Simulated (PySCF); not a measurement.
N2VCl2H3: atomic charges with BLYP+D3(BJM)

The system is N2VCl2H3, in a box.

```
N V Cl H
1.0
    12.00000    0.00000    0.00000
     0.00000   13.00000    0.00000
     0.00000    0.00000   13.00000
N V Cl H
2 1 2 3
Cartesian
  5.4100 7.6199 7.5121
  6.9221 5.4730 7.0167
  6.0742 6.8717 6.2705
  4.5385 6.1922 4.9021
  7.4875 8.1816 5.2810
  4.9214 8.2192 8.1659
  6.9608 5.2296 7.9934
  7.4356 4.8228 6.4336
```

| Item | Value |
| --- | --- |
| Program | PySCF 2.14.0 |
| Task | atomic charges |
| Functional | BLYP |
| Dispersion | D3(BJM) |
| Potentials or basis | 6-31g* (all-electron) |
| k mesh | 1 × 1 × 1 |
| Occupations | fixed |
| Spin | no spin polarisation |
| Exponents discarded below (exp_to_discard) | 0 1/bohr^2 |
| Three-body dispersion term | no |
| conv_tol | 1e-07 Ha |
| max_cycle | 60 |
| Relativity | none |
| Coulomb method | Gaussian density fitting (GDF) |
| Grid for exchange and correlation | Becke, atom-centred |
| Three-centre integrals | read from an earlier run's file |

| Quantity | Value |
| --- | --- |
| Gap between the frontier levels | 3.09 eV |
| Meta-löwdin charges | N -0.42, -0.56; V +1.06; Cl -0.40; H +0.25, +0.24, +0.23 e |
| Dispersion energy per atom | -0.081 eV |

Levels at points of the mesh, in eV from the valence-band top:
| k point | band 34 | band 35 | band 36 | band 37 | band 38 | band 39 | band 40 | band 41 |
| --- | --- | --- | --- | --- | --- | --- | --- | --- |
| (0.00, 0.00, 0.00) | -1.10 | -0.68 | -0.14 | 0.00 | 3.09 | 3.59 | 4.33 | 4.46 |

Wall time 39 s on 2 threads of Intel(R) Xeon(R) Processor @ 2.70GHz, with other jobs on the host, peak memory 1.9 GiB.

Caveat: this is a molecule in a periodic box at the Γ point, so its band gap is the HOMO-LUMO gap; the energy listed adds the dispersion energy to the SCF energy of the log; population charges move with the basis; the basis of atomic orbitals isn't converged, which shifts pressures, moduli and gaps.
